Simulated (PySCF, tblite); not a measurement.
**C₅H₅F₃O: dynamics, then NMR shifts on frames, part 1 of 2**

How do NMR shifts of C₅H₅F₃O (`C#C[C@@H](CO)C(F)(F)F`) change as the atoms move?

Computed with tblite 0.8.0 and PySCF 2.14.0, with density-fitted response routines of our own, on a single molecule in the gas phase. Atoms count from 0, in the outputs and in this text.

### Step 1. The starting structure

14 atoms, charge 0, multiplicity 1; geometry from: GFN2-xTB.

Bonds of the start (Å): C0–C1 1.20, C1–C2 1.45, C2–C3 1.55, C3–O4 1.40, C2–C5 1.53, C5–F6 1.34, C5–F7 1.34, C5–F8 1.34, C0–H9 1.05, C2–H10 1.10, C3–H11 1.10, C3–H12 1.09, O4–H13 0.97.

### Step 2. Dynamics with GFN2-xTB

The job: settings as JSON, then the geometry in Å.

```
{"job": {"kind": "md", "xc": "GFN2-xTB", "basis": "xTB", "temperature": 300, "steps": 2000, "every": 50, "frames": 5}, "charge": 0, "multiplicity": 1}
C     -1.768031    -1.478444    -0.869807
C     -0.791749    -0.822870    -0.651056
C      0.361496     0.004023    -0.340981
C     -0.073563     1.305334     0.377375
O     -0.834536     2.127787    -0.455834
C      1.323624    -0.785616     0.540325
F      0.778930    -1.131011     1.715011
F      2.430369    -0.081770     0.825542
F      1.735459    -1.918434    -0.043514
H     -2.609719    -2.068346    -1.080059
H      0.893271     0.261371    -1.264916
H     -0.620475     1.041169     1.293655
H      0.812774     1.885169     0.647220
H     -1.638528     1.661165    -0.715129
```

Method: GFN2-xTB Langevin dynamics, gas phase.

The run is started by

```console
$ OMP_NUM_THREADS=1 python probes_run.py task.json out
```

This one command runs all jobs of the session in turn.

The program printed:

```text
t/fs     T/K      E/eV
    0.0   232.4   -855.83637
   25.0   157.4   -855.66181
   50.0   220.4   -855.63986
   75.0   162.6   -855.56160
  100.0   210.9   -855.50422
  125.0   178.2   -855.47206
  150.0   182.3   -855.45863
  175.0   185.2   -855.43440
  200.0   305.6   -855.45690
  225.0   288.7   -855.33493
  250.0   396.6   -855.44624
  275.0   200.0   -855.21920
  300.0   235.1   -855.34829
  325.0   364.6   -855.38275
  350.0   314.2   -855.18054
  375.0   347.8   -855.17448
  400.0   379.7   -855.20356
  425.0   435.1   -855.17260
  450.0   418.9   -855.09803
  475.0   400.3   -855.21148
  500.0   311.9   -855.09111
  525.0   253.0   -855.19361
  550.0   258.9   -855.16644
  575.0   306.4   -855.21462
  600.0   343.4   -855.36497
  625.0   301.4   -855.35866
  650.0   299.4   -855.37903
  675.0   300.4   -855.48093
  700.0   234.4   -855.26231
  725.0   352.4   -855.30693
  750.0   410.3   -855.35899
  775.0   323.5   -855.37964
  800.0   353.1   -855.34860
  825.0   347.1   -855.42275
  850.0   342.5   -855.48180
  875.0   200.3   -855.26003
  900.0   274.0   -855.32451
  925.0   333.4   -855.31523
  950.0   404.6   -855.41810
  975.0   317.8   -855.36265
 1000.0   276.0   -855.32755
```

Wall time 12 s (1 thread of AMD EPYC 7B13, shared host); peak memory 0.18 GiB.

Distance from the start (root mean square after alignment): 0 fs 0.00 Å, 200 fs 0.21 Å, 400 fs 0.34 Å, 600 fs 0.27 Å, 800 fs 0.14 Å, 1000 fs 0.35 Å.

Positions (Å) and forces (eV/Å) at 1000 fs:

```xyz
14

C    -1.746   -1.254    0.443   -0.161   -0.451   -0.153
C    -0.633   -0.879    0.223    1.641    0.685    0.135
C     0.780   -0.346    0.190   -1.410   -0.763    1.521
C     0.762    1.209    0.403    0.223   -1.149   -1.671
O    -0.212    1.850   -0.342   -0.306   -0.021   -0.097
C     1.515   -1.141    1.378   -0.810    0.493   -1.571
F     0.772   -1.376    2.449   -0.661   -0.059    0.156
F     2.575   -0.521    1.848    0.928    0.500   -0.083
F     1.901   -2.334    0.899    0.105   -0.031    0.090
H    -2.650   -1.795    0.495    0.004    0.318    0.035
H     1.207   -0.681   -0.733    0.477   -0.007   -0.576
H     0.639    1.298    1.425   -0.449    0.682    2.421
H     1.635    1.736    0.088    1.164   -0.188   -0.109
H    -1.033    1.420   -0.116   -0.746   -0.010   -0.098
```

### Step 3. Nuclear shieldings: 250 fs, PBE0/pcSseg-1

The job: settings as JSON, then the geometry in Å.

```
{"job": {"kind": "nmr", "xc": "PBE0", "basis": "pcSseg-1", "pop": false}, "charge": 0, "multiplicity": 1}
C     -2.100400    -1.563200    -0.198600
C     -1.005300    -1.085800    -0.328600
C      0.200300    -0.284700    -0.312300
C     -0.051700     1.069600     0.273400
O     -0.874700     1.829800    -0.549700
C      1.262600    -1.077800     0.486400
F      0.882900    -0.996800     1.760300
F      2.609400    -0.652000     0.460300
F      1.288300    -2.357900     0.127900
H     -3.005900    -2.099500    -0.262800
H      0.487400    -0.214900    -1.363700
H     -0.380300     1.015200     1.361000
H      0.902100     1.549900     0.282000
H     -1.813200     1.541800    -0.384400
```

Level: GIAO PBE0/pcSseg-1 NMR shielding, non-relativistic, gas phase.

The program printed:

```text
coarse grid: 12880 points
cycle   1  E = -567.2755168584  dE =  1.466e+00  |g| = 1.085e+00  |ddm| = 3.447e+00
cycle   2  E = -567.0109559164  dE =  2.646e-01  |g| = 1.698e+00  |ddm| = 2.063e+00
cycle   3  E = -567.4802814889  dE = -4.693e-01  |g| = 1.490e-01  |ddm| = 1.361e+00
cycle   4  E = -567.4821150170  dE = -1.834e-03  |g| = 1.223e-01  |ddm| = 2.119e-01
cycle   5  E = -567.4855592188  dE = -3.444e-03  |g| = 2.601e-02  |ddm| = 9.132e-02
cycle   6  E = -567.4857055136  dE = -1.463e-04  |g| = 6.505e-03  |ddm| = 2.564e-02
cycle   7  E = -567.4857131244  dE = -7.611e-06  |g| = 1.818e-03  |ddm| = 5.989e-03
final grid: 128920 points
cycle   8  E = -567.5688099533  dE = -5.117e-05  |g| = 1.003e-02  |ddm| = 3.559e-02
cycle   9  E = -567.5687896526  dE =  2.030e-05  |g| = 1.512e-02  |ddm| = 1.906e-02
cycle  10  E = -567.5688279893  dE = -3.834e-05  |g| = 1.293e-03  |ddm| = 1.123e-02
cycle  11  E = -567.5688282583  dE = -2.691e-07  |g| = 6.937e-04  |ddm| = 1.344e-03
cycle  12  E = -567.5688283673  dE = -1.089e-07  |g| = 2.050e-04  |ddm| = 5.850e-04
cycle  13  E = -567.5688283769  dE = -9.648e-09  |g| = 3.757e-05  |ddm| = 1.864e-04
cycle  14  E = -567.5688283772  dE = -2.494e-10  |g| = 1.146e-05  |ddm| = 3.544e-05
converged SCF energy = -567.5688283772

GIAO shielding tensors (ppm)
atom      isotropic    diamagn.    paramagn.     s11        s22        s33       span
  0 C      104.426     258.866    -154.440     23.046     37.470    252.764    229.718
  1 C       99.191     267.800    -168.609     -5.356     10.902    292.026    297.382
  2 C      141.151     247.133    -105.982    122.216    134.862    166.374     44.158
  3 C      123.682     241.817    -118.135     96.355    116.215    158.476     62.121
  4 O      301.718     387.193     -85.475    276.854    300.276    328.023     51.170
  5 C       47.290     242.395    -195.105     36.486     48.587     56.797     20.312
  6 F      250.643     474.344    -223.701    167.951    264.549    319.429    151.477
  7 F      231.135     472.387    -241.252    120.025    204.499    368.882    248.858
  8 F      243.792     471.162    -227.371    163.908    249.050    318.417    154.509
  9 H       29.714      32.329      -2.615     24.249     24.746     40.147     15.898
 10 H       28.383      28.555      -0.172     25.458     27.205     32.486      7.027
 11 H       27.019      28.362      -1.343     21.897     27.945     31.216      9.320
 12 H       28.101      29.125      -1.023     22.807     30.096     31.402      8.595
 13 H       29.101      29.885      -0.785     20.232     27.520     39.549     19.318
```

It took 19 s on 1 thread of AMD EPYC 7B13, shared host; peak memory 0.8 GiB.

Shifts follow as δ = σ(reference) − σ, with reference shieldings (ppm) from runs at the same level and on the same kind of geometry: ¹H TMS 31.72, ¹³C TMS 186.9, ¹⁹F CFCl3 170.9, ¹⁷O H2O 336.1. The references are single molecules in the gas phase, so shifts against H2O, NH3, PH3, H3PO4 or CFCl3 are not on the usual liquid scales and can be off by tens of ppm. Each atom is listed at this fixed geometry, with no averaging over motion; a spectrum would average atoms that exchange fast.

```
atoms                           environment  σ (ppm)  δ (ppm)
   C5                            CF3 carbon     47.3    139.6
   C1                         alkyne carbon     99.2     87.7
   C0                terminal alkyne carbon    104.4     82.5
   C3                   sp3 CH2 bonded to O    123.7     63.2
   C2                    propargylic sp3 CH    141.2     45.8
  H11    hydrogen on an sp3 CH2 bonded to O    27.02     4.70
  H12    hydrogen on an sp3 CH2 bonded to O    28.10     3.62
  H10      hydrogen on a propargylic sp3 CH    28.38     3.33
  H13         hydrogen on an alcohol oxygen    29.10     2.62
   H9  hydrogen on a terminal alkyne carbon    29.71     2.00
   O4                        alcohol oxygen    301.7     34.4
   F7               fluorine of a CF3 group    231.1    -60.2
   F8               fluorine of a CF3 group    243.8    -72.8
   F6               fluorine of a CF3 group    250.6    -79.7
```

### Step 4. Shielding tensors: 425 fs, PBE0/pcSseg-1

The job: settings as JSON, then the geometry in Å.

```
{"job": {"kind": "nmr", "xc": "PBE0", "basis": "pcSseg-1", "pop": false}, "charge": 0, "multiplicity": 1}
C     -1.709600    -1.809800    -0.783200
C     -0.777700    -1.237500    -0.359600
C      0.297100    -0.283400    -0.036100
C     -0.226000     1.067000     0.642500
O     -0.807600     1.790200    -0.400400
C      1.355300    -1.103900     0.776500
F      1.120300    -0.887100     2.066400
F      2.562000    -0.753600     0.433000
F      1.294200    -2.381200     0.598700
H     -2.407900    -2.464500    -1.222100
H      0.878400     0.107000    -0.959800
H     -0.903900     0.982500     1.443800
H      0.604100     1.688200     0.894800
H     -1.742200     1.547800    -0.486200
```

Method: GIAO PBE0/pcSseg-1 NMR shielding, non-relativistic, gas phase.

The program printed:

```text
coarse grid: 12880 points
cycle   1  E = -567.2759367668  dE =  1.595e+00  |g| = 1.065e+00  |ddm| = 3.459e+00
cycle   2  E = -567.0769888545  dE =  1.989e-01  |g| = 1.550e+00  |ddm| = 2.011e+00
cycle   3  E = -567.4676264683  dE = -3.906e-01  |g| = 1.482e-01  |ddm| = 1.333e+00
cycle   4  E = -567.4703542370  dE = -2.728e-03  |g| = 1.057e-01  |ddm| = 1.965e-01
cycle   5  E = -567.4729330485  dE = -2.579e-03  |g| = 2.331e-02  |ddm| = 7.832e-02
cycle   6  E = -567.4730520782  dE = -1.190e-04  |g| = 5.437e-03  |ddm| = 2.284e-02
cycle   7  E = -567.4730577795  dE = -5.701e-06  |g| = 1.405e-03  |ddm| = 4.740e-03
final grid: 128920 points
cycle   8  E = -567.5573233518  dE = -4.789e-05  |g| = 9.123e-03  |ddm| = 3.544e-02
cycle   9  E = -567.5573086141  dE =  1.474e-05  |g| = 1.294e-02  |ddm| = 1.674e-02
cycle  10  E = -567.5573385342  dE = -2.992e-05  |g| = 1.391e-03  |ddm| = 1.014e-02
cycle  11  E = -567.5573389084  dE = -3.742e-07  |g| = 5.572e-04  |ddm| = 1.321e-03
cycle  12  E = -567.5573389780  dE = -6.960e-08  |g| = 1.619e-04  |ddm| = 4.757e-04
cycle  13  E = -567.5573389839  dE = -5.934e-09  |g| = 2.862e-05  |ddm| = 1.427e-04
cycle  14  E = -567.5573389841  dE = -1.496e-10  |g| = 7.282e-06  |ddm| = 3.085e-05
converged SCF energy = -567.5573389841

GIAO shielding tensors (ppm)
atom      isotropic    diamagn.    paramagn.     s11        s22        s33       span
  0 C      101.765     258.179    -156.414     22.780     35.302    247.213    224.432
  1 C      103.460     265.663    -162.203      0.412     16.289    293.679    293.267
  2 C      126.135     242.660    -116.525     98.346    127.099    152.958     54.612
  3 C      119.505     240.826    -121.321     87.754    118.583    152.179     64.425
  4 O      301.538     387.750     -86.212    283.849    299.131    321.634     37.785
  5 C       62.040     243.729    -181.689     57.640     58.680     69.799     12.159
  6 F      265.693     473.516    -207.824    192.166    259.132    345.780    153.614
  7 F      261.094     470.896    -209.802    201.358    250.146    331.778    130.420
  8 F      262.900     469.340    -206.440    210.272    261.380    317.047    106.774
  9 H       29.685      32.630      -2.945     24.394     24.958     39.704     15.310
 10 H       26.667      28.097      -1.431     24.013     26.539     29.448      5.435
 11 H       28.227      30.109      -1.881     23.401     28.973     32.307      8.906
 12 H       27.704      29.220      -1.516     22.302     29.626     31.182      8.880
 13 H       29.980      31.321      -1.341     21.907     27.120     40.912     19.005
```

Wall time 19 s (1 thread of AMD EPYC 7B13, shared host); peak memory 0.82 GiB.

This run: δ C5 124.9, C0 85.2, C1 83.5, C3 67.4, H10 5.05, H12 4.01 ppm.

(Continued in part 2 of 2.)
